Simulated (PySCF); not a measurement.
# How the numerical set-up moves the result for Al⁺

The method stays; parts of the set-up, such as the basis or the Hamiltonian, are changed.

Computed with PySCF 2.14.0. Level: each script names its method and basis.

2 further runs of the same task are left out: 1 that didn't finish, 1 set aside as unsound or not needed.

### 1 The atom

Al⁺: 1 atom, charge 1, spin multiplicity 1.

### 2 Base script

Input file input.py:

```python
from pyscf import gto, dft

mol = gto.M(
    atom='Al 0 0 0',
    basis='sbkjc',
    ecp={'Al': 'sbkjc'},
    charge=1,
    spin=0,
    verbose=4,
)
mf = dft.RKS(mol, xc='lc_wpbe')
mf.kernel()
mf.mulliken_pop()
mf.dip_moment()
print('orbital energies (hartree):', mf.mo_energy[..., max(0, mol.nelec[1]-3):mol.nelec[0]+3].round(4))
```

On the command line:

```bash
> OMP_NUM_THREADS=1 python input.py
```

Its log is not repeated here.

Base result: E(SCF) = -1.712707 Eh, 4 cycles.

### 3 Cartesian functions on

Variant 1 changes Cartesian functions: off → on.

Input file input.py:

```python
from pyscf import gto, dft

mol = gto.M(
    atom='Al 0 0 0',
    basis='sbkjc',
    ecp={'Al': 'sbkjc'},
    charge=1,
    spin=0,
    cart=True,
    verbose=4,
)
mf = dft.RKS(mol, xc='lc_wpbe')
mf.kernel()
mf.mulliken_pop()
mf.dip_moment()
print('orbital energies (hartree):', mf.mo_energy[..., max(0, mol.nelec[1]-3):mol.nelec[0]+3].round(4))
```

On the command line:

```bash
> OMP_NUM_THREADS=1 python input.py
```

### 4 Jorge-dzp (core potential off)

Variant 2 changes basis set: sbkjc → jorge-dzp; core potential: on → off. The core potential changes with it: totals don't compare.

Input file input.py:

```python
from pyscf import gto, dft

mol = gto.M(
    atom='Al 0 0 0',
    basis='jorge-dzp',
    charge=1,
    spin=0,
    verbose=4,
)
mf = dft.RKS(mol, xc='lc_wpbe')
mf.kernel()
mf.analyze()
print('orbital energies (hartree):', mf.mo_energy[..., max(0, mol.nelec[1]-3):mol.nelec[0]+3].round(4))
```

### 5 Integration grid (50, 194)

Variant 3 changes integration grid: default → (50, 194).

Edit input.py of step 2 so:

```diff
@@ -11,2 +11,3 @@
 mf = dft.RKS(mol, xc='lc_wpbe')
+mf.grids.atom_grid = (50, 194)
 mf.kernel()
```

### 6 Integration grid 0

Variant 4 changes integration grid: default → 0.

Edit input.py of step 2 so:

```diff
@@ -11,2 +11,3 @@
 mf = dft.RKS(mol, xc='lc_wpbe')
+mf.grids.level = 0
 mf.kernel()
```

Before running it: what results should come out? Wanted: for each run, E(SCF); from base; gap.

As calculated:

```
                           run  E(SCF) (hartree)  from base (eV)  cycles  gap (eV)  functions
                          base         -1.712707               0       4     12.02          8
        Cartesian functions on         -1.712707          0.0000       4     12.02          8
jorge-dzp (core potential off)       -242.037625  not comparable       6     12.17         24
    integration grid (50, 194)         -1.712708          0.0000       4     12.02          8
            integration grid 0         -1.712687         +0.0005       4     12.03          8
```

**Reading.** No change of the SCF energy comes from Cartesian functions on or integration grid (50, 194). The basis has no d shells, so the Cartesian switch can't act. With Cartesian functions on, integration grid (50, 194) the path hardly changes: 4 cycles against 4. Rows marked «poor choice» come from settings spoiled on purpose.
